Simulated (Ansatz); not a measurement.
# Ni: the cost of one run

Method: DFT PBE, PAW, plane waves, scalar-relativistic, in Ansatz 0.2.0.

## Step 1: The system as given

The structure is cubic, space group Fm-3m (No. 225). Conventional cell: a = 3.540 Å, b = 3.540 Å, c = 3.540 Å, α = 90.00°, β = 90.00°, γ = 90.00°. Ni (site symmetry m-3m) has 12 Ni at 2.50 Å as nearest neighbours.

As a file:

```cif
data_structure
_symmetry_space_group_name_H-M 'P 1'
_symmetry_Int_Tables_number 1
_cell_length_a 4.3354
_cell_length_b 2.5031
_cell_length_c 2.5031
_cell_angle_alpha 90.000
_cell_angle_beta 54.736
_cell_angle_gamma 90.000
_cell_volume 22.18
loop_
_atom_site_label
_atom_site_type_symbol
_atom_site_fract_x
_atom_site_fract_y
_atom_site_fract_z
_atom_site_occupancy
Ni1 Ni 0.00000 0.00000 0.00000 1
Ni2 Ni 0.50000 0.50000 0.00000 1
```

Labels such as Ni2 number the atoms in the order of the input file.

Planned first: parallel moments, plain SCF; opposed moments +-, plain SCF; no spin polarisation; spin on, no moments given (the program may seed its own), plain SCF. What is tried next depends on their ends.

A plain SCF has the search for lower states switched off and ends at the first converged state. Ends within 0.2 meV/atom and 0.1 μB count as one state.

Moments by site are taken inside atomic spheres; the rest lies between them.

## Step 2: Parallel moments, plain SCF

Contents of input.yaml:

```yaml
crystal:
  lattice:
    - [-1.76993333, -1.76993333, -3.53986667]
    - [1.76993333, -1.76993333, 0.0]
    - [-1.76993333, -1.76993333, 0.0]
  atoms:
    - { symbol: Ni, position: [0.0, 0.0, 0.0], spin: 2.0 }
    - { symbol: Ni, position: [0.5, 0.5, 0.0], spin: 2.0 }
magnetization:
  spin_polarized: true
hamiltonian:
  xc: pbe
  pseudopotentials: { kind: paw }
basis:
  ecutwfc: 420
kpoints:
  mp_grid: { grid: [7, 10, 12] }
scf:
  occupations: { method: fermi_dirac, width: 0.1 }
  lower_state_search: "off"
output:
  forces: true
  stress: true
```

**Question.** How long does this run take on 2 threads of an x86-64 CPU, shared host, and how much memory does it need?

About 3.2 s, with a peak of 0.52 GiB.
